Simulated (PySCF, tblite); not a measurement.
# C7H4F2O: a rotation path, then NMR shifts on frames, part 1 of 2

Aim: move C7H4F2O (`C#CC#C/C=C/OC(F)F`) away from its starting geometry and see how NMR shifts follow the geometry.

Computed with tblite 0.8.0 and PySCF 2.14.0, with density-fitted response routines of our own, on a single molecule in the gas phase. Atoms count from 0, in the outputs and in this text.

## 1. Starting geometry

14 atoms, charge 0, multiplicity 1; geometry from: GFN2-xTB.

Bonds of the start (Å): C0–C1 1.21, C1–C2 1.35, C2–C3 1.21, C3–C4 1.40, C4–C5 1.33, C5–O6 1.38, O6–C7 1.35, C7–F8 1.34, C7–F9 1.36, C0–H10 1.05, C4–H11 1.08, C5–H12 1.08, C7–H13 1.11.

## 2. The rotation path with GFN2-xTB

What the job is given:

```
{"job": {"kind": "neb", "xc": "GFN2-xTB", "basis": "xTB", "atoms": [8, 7, 6, 5], "turn": 120}, "charge": 0, "multiplicity": 1}
C      4.786217    -0.650420    -0.632747
C      3.620968    -0.415858    -0.431894
C      2.312319    -0.149243    -0.203738
C      1.141303     0.099369    -0.014763
C     -0.207658     0.364978     0.259255
C     -1.024282     0.864262    -0.669592
O     -2.362055     1.151112    -0.531319
C     -3.005354     0.696454     0.565778
F     -4.319899     0.835323     0.360476
F     -2.715371     1.431493     1.670037
H      5.799605    -0.852880    -0.808812
H     -0.533487     0.152349     1.269321
H     -0.697941     1.116061    -1.667102
H     -2.795043    -0.363448     0.812933
```

Method: GFN2-xTB climbing-image nudged elastic band, gas phase.

Launch:

```sh
$ OMP_NUM_THREADS=1 python probes_run.py task.json out
```

The driver reads the jobs from task.json and runs them one after another.

What it wrote:

```text
image   E - E0 / eV
  0       0.0000
  1       0.0119
  2       0.0354
  3       0.0600
  4       0.0775
  5       0.0819
  6       0.0705
  7       0.0410
  8      -0.0000
```

It took 5.3 s on 1 thread of Intel Xeon Platinum 8375C at 2.90GHz, shared host.

The final band, with the dihedral F8–C7–O6–C5:

| image | dihedral (°) | energy (eV) | energy (kcal/mol) |
| --- | --- | --- | --- |
| 0 | -167 | 0.000 | 0.0 |
| 1 | -156 | 0.012 | 0.3 |
| 2 | -145 | 0.035 | 0.8 |
| 3 | -134 | 0.060 | 1.4 |
| 4 | -122 | 0.077 | 1.8 |
| 5 | -110 | 0.082 | 1.9 |
| 6 | -98 | 0.071 | 1.6 |
| 7 | -83 | 0.041 | 0.9 |
| 8 | -75 | 0.000 | 0.0 |

## 3. Shielding tensors: image 0, PBE0/pcSseg-1

What the job is given:

```
{"job": {"kind": "nmr", "xc": "PBE0", "basis": "pcSseg-1", "pop": false}, "charge": 0, "multiplicity": 1}
C      4.786200    -0.650400    -0.632700
C      3.621000    -0.415900    -0.431900
C      2.312300    -0.149200    -0.203700
C      1.141300     0.099400    -0.014800
C     -0.207700     0.365000     0.259300
C     -1.024300     0.864300    -0.669600
O     -2.362100     1.151100    -0.531300
C     -3.005400     0.696500     0.565800
F     -4.319900     0.835300     0.360500
F     -2.715400     1.431500     1.670000
H      5.799600    -0.852900    -0.808800
H     -0.533500     0.152300     1.269300
H     -0.697900     1.116100    -1.667100
H     -2.795000    -0.363400     0.812900
```

With the program's defaults for keys left out, this is: GIAO PBE0/pcSseg-1 NMR shielding, non-relativistic, gas phase.

What it wrote:

```text
coarse grid: 13344 points
cycle   1  E = -543.0387697552  dE =  1.887e+00  |g| = 8.689e-01  |ddm| = 3.898e+00
cycle   2  E = -542.9281198978  dE =  1.106e-01  |g| = 1.205e+00  |ddm| = 1.317e+00
cycle   3  E = -543.1710637146  dE = -2.429e-01  |g| = 1.478e-01  |ddm| = 7.871e-01
cycle   4  E = -543.1736889665  dE = -2.625e-03  |g| = 1.036e-01  |ddm| = 1.803e-01
cycle   5  E = -543.1763578975  dE = -2.669e-03  |g| = 2.284e-02  |ddm| = 8.688e-02
cycle   6  E = -543.1764667623  dE = -1.089e-04  |g| = 8.491e-03  |ddm| = 2.260e-02
cycle   7  E = -543.1764811355  dE = -1.437e-05  |g| = 2.560e-03  |ddm| = 8.077e-03
cycle   8  E = -543.1764826652  dE = -1.530e-06  |g| = 8.013e-04  |ddm| = 2.832e-03
final grid: 134360 points
cycle   9  E = -543.2636477125  dE = -4.851e-05  |g| = 1.040e-02  |ddm| = 1.114e-01
cycle  10  E = -543.2636217804  dE =  2.593e-05  |g| = 1.575e-02  |ddm| = 1.856e-02
cycle  11  E = -543.2636664887  dE = -4.471e-05  |g| = 2.546e-03  |ddm| = 1.145e-02
cycle  12  E = -543.2636680378  dE = -1.549e-06  |g| = 7.488e-04  |ddm| = 2.367e-03
cycle  13  E = -543.2636681778  dE = -1.400e-07  |g| = 2.233e-04  |ddm| = 7.465e-04
cycle  14  E = -543.2636681885  dE = -1.066e-08  |g| = 9.717e-05  |ddm| = 2.386e-04
cycle  15  E = -543.2636681905  dE = -2.044e-09  |g| = 1.717e-05  |ddm| = 8.652e-05
cycle  16  E = -543.2636681906  dE = -4.570e-11  |g| = 1.186e-05  |ddm| = 2.071e-05
converged SCF energy = -543.2636681906

GIAO shielding tensors (ppm)
atom      isotropic    diamagn.    paramagn.     s11        s22        s33       span
  0 C      105.891     262.758    -156.867     33.967     39.030    244.675    210.708
  1 C      113.480     248.334    -134.855     22.822     24.842    292.776    269.953
  2 C       99.378     246.603    -147.225     30.455     47.533    220.146    189.691
  3 C      114.706     251.489    -136.783     11.502     23.733    308.883    297.381
  4 C       90.828     265.796    -174.968      7.727    101.315    163.442    155.715
  5 C       22.939     254.119    -231.179    -89.324     55.918    102.224    191.548
  6 O      142.683     394.877    -252.194     92.841    106.862    228.346    135.505
  7 C       65.213     243.896    -178.683     46.920     72.745     75.975     29.055
  8 F      277.402     463.459    -186.057    180.203    304.840    347.162    166.960
  9 F      266.618     473.070    -206.452    190.764    259.526    349.564    158.800
 10 H       29.802      34.102      -4.300     25.008     25.023     39.376     14.368
 11 H       26.347      33.111      -6.764     21.508     26.714     30.818      9.310
 12 H       24.552      30.990      -6.438     21.422     24.244     27.991      6.570
 13 H       25.157      28.699      -3.542     22.137     25.194     28.141      6.004
```

Wall time 30 s (1 thread of Intel Xeon Platinum 8375C at 2.90GHz, shared host); peak memory 0.86 GiB.

Shifts follow as δ = σ(reference) − σ, with reference shieldings (ppm) from runs at the same level and on the same kind of geometry: ¹H TMS 31.72, ¹³C TMS 186.9, ¹⁹F CFCl3 170.9, ¹⁷O H2O 336.1. The references are single molecules in the gas phase, so shifts against H2O, NH3, PH3, H3PO4 or CFCl3 are not on the usual liquid scales and can be off by tens of ppm. Each atom is listed at this fixed geometry, with no averaging over motion; a spectrum would average atoms that exchange fast.

| atoms | environment | σ (ppm) | δ (ppm) |
| --- | --- | --- | --- |
| C5 | alkene carbon bearing oxygen | 22.9 | 164.0 |
| C7 | sp3 CH bonded to 2 F and O | 65.2 | 121.7 |
| C4 | β carbon of an enol-ether or enamine type C=C | 90.8 | 96.1 |
| C2 | alkyne carbon | 99.4 | 87.5 |
| C0 | terminal alkyne carbon | 105.9 | 81.0 |
| C1 | alkyne carbon | 113.5 | 73.4 |
| C3 | alkyne carbon | 114.7 | 72.2 |
| H12 | hydrogen on an alkene carbon bearing oxygen | 24.55 | 7.16 |
| H13 | hydrogen on an sp3 CH bonded to 2 F and O | 25.16 | 6.56 |
| H11 | hydrogen on a β carbon of an enol-ether or enamine type C=C | 26.35 | 5.37 |
| H10 | hydrogen on a terminal alkyne carbon | 29.80 | 1.91 |
| O6 | ether oxygen | 142.7 | 193.4 |
| F9 | fluorine of a CF2 group | 266.6 | -95.7 |
| F8 | fluorine of a CF2 group | 277.4 | -106.5 |

Orbitals, density, ELF and potential are computed afterwards from the orbital file.

Frontier orbitals at PBE0/pcSseg-1, with the share of their density that lies nearest to each atom:

| orbital | energy (eV) | lies on |
| --- | --- | --- |
| HOMO | -6.94 | C0, C2 about 19 % each; C3, C5 about 15 % each; C4 11 % |
| LUMO | -1.70 | C5 24 %; C0, C2, C3 about 14 % each; C4 10 % |

ELF in a plane through or near 12 of the atoms.

Ten even steps from '0' (0.00) to '9' (1.00):
```
0000000000000000000000000000
0000000000000000000000000000
0000000000000000000000000000
0000000000000000000000000000
0000000000000000000000000000
0000001100110078000000000000
0000024310341199100100000000
0000246643674299101101000000
0008976768684658024336200000
0029975338254845024278400000
0029971638282747255568400000
0008977866786262767278200000
0000135531452073578024000000
0000013200120499278100000000
0000000000000799035100000000
0000000000000699001000000000
0000000000000075000000000000
0000000000000000000000000000
0000000000000000000000000000
0000000000000000000000000000
```
The map spans 17.1 Å across and 9.0 Å up, centred on the molecule. Atoms in the plane (x, y in Å): C0 (-4.9, 0.1), C1 (-3.7, 0.1), C2 (-2.4, 0.1), C3 (-1.2, 0.1), C4 (0.2, 0.2), C5 (1.0, -0.9), O6 (2.4, -1.0), C7 (3.1, 0.2), F8 (4.4, -0.2), H10 (-6.0, 0.1), H11 (0.7, 1.2), H12 (0.6, -1.9).

log10 of the density (e/Å³) in the same plane.

Values, 10 rows by 14 columns:
```
-4.0 -4.0 -4.0 -4.0 -4.0 -4.0 -4.0 -4.0 -4.0 -4.0 -4.0 -4.0 -4.0 -4.0
-4.0 -4.0 -4.0 -4.0 -4.0 -4.0 -4.0 -4.0 -4.0 -4.0 -4.0 -4.0 -4.0 -4.0
-4.0 -4.0 -3.6 -2.8 -2.9 -2.8 -2.8 -2.4 -2.8 -2.6 -3.3 -4.0 -4.0 -4.0
-4.0 -3.6 -2.3 -1.5 -1.6 -1.5 -1.5 -0.7 -1.5 -1.1 -1.8 -3.5 -4.0 -4.0
-4.0 -2.5 -0.6  0.0  0.0  0.1  0.0  0.3 -1.1  0.1 -0.4 -1.4 -4.0 -4.0
-4.0 -2.3 -0.1  0.4  0.3  0.3  0.3  0.3 -0.3  0.3  0.8 -0.8 -4.0 -4.0
-4.0 -3.3 -1.8 -1.1 -1.3 -1.2 -1.3 -0.2  0.1  0.2 -1.0 -1.9 -4.0 -4.0
-4.0 -4.0 -3.1 -2.4 -2.5 -2.5 -2.3 -0.4 -1.1 -1.2 -2.7 -4.0 -4.0 -4.0
-4.0 -4.0 -4.0 -4.0 -4.0 -4.0 -3.5 -1.9 -2.5 -3.1 -4.0 -4.0 -4.0 -4.0
-4.0 -4.0 -4.0 -4.0 -4.0 -4.0 -4.0 -4.0 -4.0 -4.0 -4.0 -4.0 -4.0 -4.0
```
The map spans 17.1 Å across and 9.0 Å up, centred on the molecule. Atoms in the plane (x, y in Å): C0 (-4.9, 0.1), C1 (-3.7, 0.1), C2 (-2.4, 0.1), C3 (-1.2, 0.1), C4 (0.2, 0.2), C5 (1.0, -0.9), O6 (2.4, -1.0), C7 (3.1, 0.2), F8 (4.4, -0.2), H10 (-6.0, 0.1), H11 (0.7, 1.2), H12 (0.6, -1.9).

On the surface of density 0.002 e/bohr³ the electrostatic potential runs, from the 1st to the 99th percentile, from -0.61 V near F9 to 1.65 V near H10.

## 4. Shielding tensors: image 2, PBE0/pcSseg-1

What the job is given:

```
{"job": {"kind": "nmr", "xc": "PBE0", "basis": "pcSseg-1", "pop": false}, "charge": 0, "multiplicity": 1}
C      4.789600    -0.718200    -0.674800
C      3.629800    -0.458200    -0.474200
C      2.327700    -0.168800    -0.236700
C      1.165700     0.110200    -0.035200
C     -0.176200     0.375500     0.272200
C     -0.999200     0.946500    -0.607900
O     -2.337400     1.223600    -0.460100
C     -3.023100     0.710800     0.583300
F     -4.273700     0.439900     0.174900
F     -3.147100     1.612900     1.587000
H      5.799300    -0.938500    -0.850800
H     -0.488600     0.081100     1.265900
H     -0.671600     1.274300    -1.583000
H     -2.595800    -0.211600     1.017200
```

With the program's defaults for keys left out, this is: GIAO PBE0/pcSseg-1 NMR shielding, non-relativistic, gas phase.

What it wrote:

```text
coarse grid: 13344 points
cycle   1  E = -543.0358352194  dE =  1.885e+00  |g| = 8.717e-01  |ddm| = 3.888e+00
cycle   2  E = -542.9233827883  dE =  1.125e-01  |g| = 1.212e+00  |ddm| = 1.325e+00
cycle   3  E = -543.1691103889  dE = -2.457e-01  |g| = 1.496e-01  |ddm| = 7.917e-01
cycle   4  E = -543.1718101078  dE = -2.700e-03  |g| = 1.048e-01  |ddm| = 1.818e-01
cycle   5  E = -543.1745508745  dE = -2.741e-03  |g| = 2.289e-02  |ddm| = 8.798e-02
cycle   6  E = -543.1746601683  dE = -1.093e-04  |g| = 8.551e-03  |ddm| = 2.260e-02
cycle   7  E = -543.1746747029  dE = -1.453e-05  |g| = 2.557e-03  |ddm| = 8.205e-03
cycle   8  E = -543.1746762272  dE = -1.524e-06  |g| = 8.194e-04  |ddm| = 2.828e-03
final grid: 134360 points
cycle   9  E = -543.2611946800  dE = -4.140e-05  |g| = 1.044e-02  |ddm| = 1.063e-01
cycle  10  E = -543.2611683199  dE =  2.636e-05  |g| = 1.584e-02  |ddm| = 1.850e-02
cycle  11  E = -543.2612135078  dE = -4.519e-05  |g| = 2.564e-03  |ddm| = 1.159e-02
cycle  12  E = -543.2612150930  dE = -1.585e-06  |g| = 7.277e-04  |ddm| = 2.372e-03
cycle  13  E = -543.2612152260  dE = -1.330e-07  |g| = 2.108e-04  |ddm| = 7.243e-04
cycle  14  E = -543.2612152353  dE = -9.288e-09  |g| = 9.465e-05  |ddm| = 2.221e-04
cycle  15  E = -543.2612152373  dE = -1.965e-09  |g| = 1.659e-05  |ddm| = 8.399e-05
cycle  16  E = -543.2612152373  dE = -4.036e-11  |g| = 1.145e-05  |ddm| = 1.973e-05
converged SCF energy = -543.2612152373

GIAO shielding tensors (ppm)
atom      isotropic    diamagn.    paramagn.     s11        s22        s33       span
  0 C      105.655     262.719    -157.063     33.629     38.985    244.352    210.723
  1 C      113.535     248.231    -134.695     22.851     24.949    292.806    269.955
  2 C       98.843     246.497    -147.655     29.680     47.094    219.754    190.074
  3 C      115.104     251.725    -136.621     11.640     24.892    308.781    297.140
  4 C       93.590     265.336    -171.747      8.801    106.123    165.846    157.045
  5 C       22.036     254.003    -231.967    -90.414     55.784    100.738    191.152
  6 O      144.384     394.748    -250.364     82.167    104.875    246.108    163.941
  7 C       65.842     247.275    -181.434     46.892     73.805     76.828     29.936
  8 F      272.710     465.189    -192.480    174.243    298.252    345.635    171.392
  9 F      266.392     468.999    -202.607    176.039    272.710    350.426    174.387
 10 H       29.789      34.065      -4.277     24.999     25.024     39.343     14.344
 11 H       26.405      33.029      -6.624     21.777     26.725     30.712      8.935
 12 H       24.541      30.939      -6.397     21.345     24.130     28.149      6.804
 13 H       25.054      29.439      -4.384     21.814     25.079     28.270      6.456
```

Run time: 24 s. Hardware: 1 thread of Intel Xeon Platinum 8375C at 2.90GHz, shared host; peak memory 0.82 GiB.

Key values: δ C5 164.9, C7 121.1, C4 93.3, C2 88.1, H12 7.18, H13 6.66 ppm.

(Continued in part 2 of 2.)
